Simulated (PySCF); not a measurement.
# SbSe with other numerical set-ups

Which parts of the numerical set-up matter for SbSe? Each run edits the base script.

Method: each script names its method and basis; program: PySCF 2.14.0.

5 further runs of the same task are left out: 5 that didn't finish.

### Step 1. Starting geometry

SbSe: 2 atoms, charge 0, spin multiplicity 2.

Bond lengths: Sb1–Se2 2.480 Å.

### Step 2. Base script

File input.py:

```python
from pyscf import gto, scf

mol = gto.M(
    atom='Sb 0 0 0; Se 0 0 2.48',
    basis='def2-svp',
    ecp={'Sb': 'def2-svp'},
    charge=0,
    spin=1,
    verbose=4,
)
mf = scf.UHF(mol)
mf.kernel()
mf.stability(internal=True, external=True)
mf.dip_moment()
print('orbital energies (hartree):', [e[max(0, n-3):n+3].round(4) for e, n in zip(mf.mo_energy, mol.nelec)])
```

On the command line:

```
$ python input.py
```

The log of this run is left out.

In short: E(SCF) = -2638.809666 Eh, ⟨S²⟩ = 0.768, μ = 3.32 D, internal unstable; real -> complex stable; UHF/UKS -> GHF/GKS unstable.

The bond length is a typed value, not an optimised one. A lower solution of the same kind exists, so this energy is an upper bound.

### Step 3. Density fitting weigend

Edit 1 changes density fitting: none → weigend.

File input.py:

```python
from pyscf import gto, scf

mol = gto.M(
    atom='Sb 0 0 0; Se 0 0 2.48',
    basis='def2-svp',
    ecp={'Sb': 'def2-svp'},
    charge=0,
    spin=1,
    verbose=4,
)
mf = scf.UHF(mol)
mf = mf.density_fit(auxbasis='weigend')
mf.kernel()
mf.stability(internal=True, external=True)
mf.dip_moment()
print('orbital energies (hartree):', [e[max(0, n-3):n+3].round(4) for e, n in zip(mf.mo_energy, mol.nelec)])
```

On the command line:

```
$ python input.py
```

### Step 4. Density fitting auto

Edit 2 changes density fitting: none → auto.

input.py, as its differences from that of step 2:

```diff
@@ -11,2 +11,3 @@
 mf = scf.UHF(mol)
+mf = mf.density_fit()
 mf.kernel()
```

### Step 5. Cartesian functions on

Edit 3 changes Cartesian functions: off → on.

input.py, as its differences from that of step 2:

```diff
@@ -8,2 +8,3 @@
     spin=1,
+    cart=True,
     verbose=4,
```

**Question.** What will these runs give? Wanted: for each run, E(SCF); from base; gap, α spin; SCF dipole; after the SCF.

The runs gave:

| run | E(SCF) (hartree) | from base (eV) | cycles | gap, α spin (eV) | SCF dipole (D) | functions | after the SCF |
| --- | --- | --- | --- | --- | --- | --- | --- |
| base | -2638.809666 | 0 | 20 | 6.85 | 3.32 | 58 | unstable: internal, UHF/UKS -> GHF/GKS |
| density fitting weigend | -2611.781494 | +735.4740 | 20 | 6.85 | 3.13 | 58 | unstable: internal, UHF/UKS -> GHF/GKS |
| density fitting auto | -2638.809619 | +0.0013 | 20 | 6.85 | 3.32 | 58 | unstable: internal, UHF/UKS -> GHF/GKS |
| Cartesian functions on | -2638.812886 | -0.0876 | 20 | 6.85 | 3.29 | 63 | unstable: internal, UHF/UKS -> GHF/GKS |

What this shows: The largest comparable shift of the SCF energy, +735.474 eV, comes with the run “density fitting weigend”. The dearest run is “density fitting auto”, at 13 s against 2.8 s.
